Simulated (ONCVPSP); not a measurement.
**Ga: generating and testing an ONCV potential**

Aim: build the potential from the settings below, then test how well it stands in for the atom: other configurations, scattering, ghost states and the plane-wave cutoff that it needs.

Program: ONCVPSP 4.0.1.1 (patched build). Reference atom: PBEsol, scalar-relativistic, spherical and spin-unpolarised. All values are calculated.

### Step 1. The atom and the settings

Typed settings, in words:

```
element                 : gallium (Ga, Z = 31)
type                    : optimised norm-conserving Vanderbilt (ONCV)
frozen core             : [Ne]
valence charge          : 21
reference configuration : 3s2 3p6 3d10 (charge +3)
partial waves           : 3s: rc 1.10 bohr, ncon 4, nbas 8, qcut 10.4 1/bohr, 2 projectors, debl 3.2 Ha; 3p: rc 1.00 bohr, ncon 3, nbas 7, qcut 11.3 1/bohr, 1 projector; 3d: rc 1.15 bohr, ncon 3, nbas 8, qcut 10.9 1/bohr, 3 projectors, debl 2.6 Ha
local potential         : polynomial inside 0.80 bohr (lpopt 4, dvloc0 0 Ha)
core correction         : Teter function, fcfact 2.25, rcfact 1.1
```

### Step 2. Generating the potential

The input, Ga.dat:

```
# ATOM AND REFERENCE CONFIGURATION
# atsym  z   nc   nv     iexc    psfile
  Ga 31.00    3    3  -116133      upf
#
#   n    l    f
    1    0    2.00
    2    0    2.00
    2    1    6.00
    3    0    2.00
    3    1    6.00
    3    2   10.00
#
# PSEUDOPOTENTIAL AND OPTIMIZATION
# lmax
    2
#
#   l,   rc,      ep,       ncon, nbas, qcut
    0    1.10    0.00    4    8   10.40
    1    1.00    0.00    3    7   11.30
    2    1.15    0.00    3    8   10.90
#
# LOCAL POTENTIAL
# lloc, lpopt,  rc(5),   dvloc0
    4    4    0.80    0.00
#
# VANDERBILT-KLEINMAN-BYLANDER PROJECTORs
# l, nproj, debl
    0    2    3.20
    1    1    3.30
    2    3    2.60
#
# MODEL CORE CHARGE
# icmod, fcfact, rcfact
    3    2.25    1.10
#
# LOG DERIVATIVE ANALYSIS
# epsh1, epsh2, depsh
   -8.00    5.00    0.04
#
# OUTPUT GRID
# rlmax, drl
    6.00    0.01
#
# TEST CONFIGURATIONS
# ncnf
    4
# nvcnf
#   n    l    f
    5
    3    0    2.00
    3    1    6.00
    3    2   10.00
    4    0    2.00
    4    1    1.00
#
    4
    3    0    2.00
    3    1    6.00
    3    2   10.00
    4    0    2.00
#
    4
    3    0    2.00
    3    1    6.00
    3    2   10.00
    4    0    1.00
#
    5
    3    0    2.00
    3    1    6.00
    3    2   10.00
    4    0    2.00
    4    1    0.50
#
```

Launch:

```console
$ oncvpsp.x < Ga.dat > Ga.out
```

Before running it: what results should come out? Wanted: cutoffs for 1 and 0.1 mHa per electron, occupied waves; bound ghosts; GHOST(+) flags; largest test error; largest phase difference near zero energy, channels read; rms error of d²Exc/dn², without and with the model core; projector energies reset by the program.

The runs gave:

```
                                                quantity                                                  value
  cutoffs for 1 and 0.1 mHa per electron, occupied waves                                       58 Ha and 191 Ha
                                            bound ghosts                                             none found
                                          GHOST(+) flags                                     none at low energy
                            largest test error (AE − PS)  +14 meV, for 3s2 3p6 3d10 4s2 4p0.5 (1 test unsolved)
largest phase difference near zero energy, channels read                                              0.004 rad
 rms error of d²Exc/dn², without and with the model core                                      4.46 and 1.66 mHa
                 projector energies reset by the program                                    s: -6.666, 0.250 Ha
```

In words: The worst unpolarised test, 3s2 3p6 3d10 4s2 4p0.5, is off by 14 meV on 55.9 eV; by total energies transferability rates as good where solved. Of the tests 1 gave no usable energy difference, which is a warning in itself. The potential is hard: the looser tolerance needs 58 Ha. The tighter tolerance needs 191 Ha, and converged work needs a cutoff nearer that. It is free of bound ghosts as far as tested. Near zero energy the phases of the channels with partial waves agree within 0.004 rad.
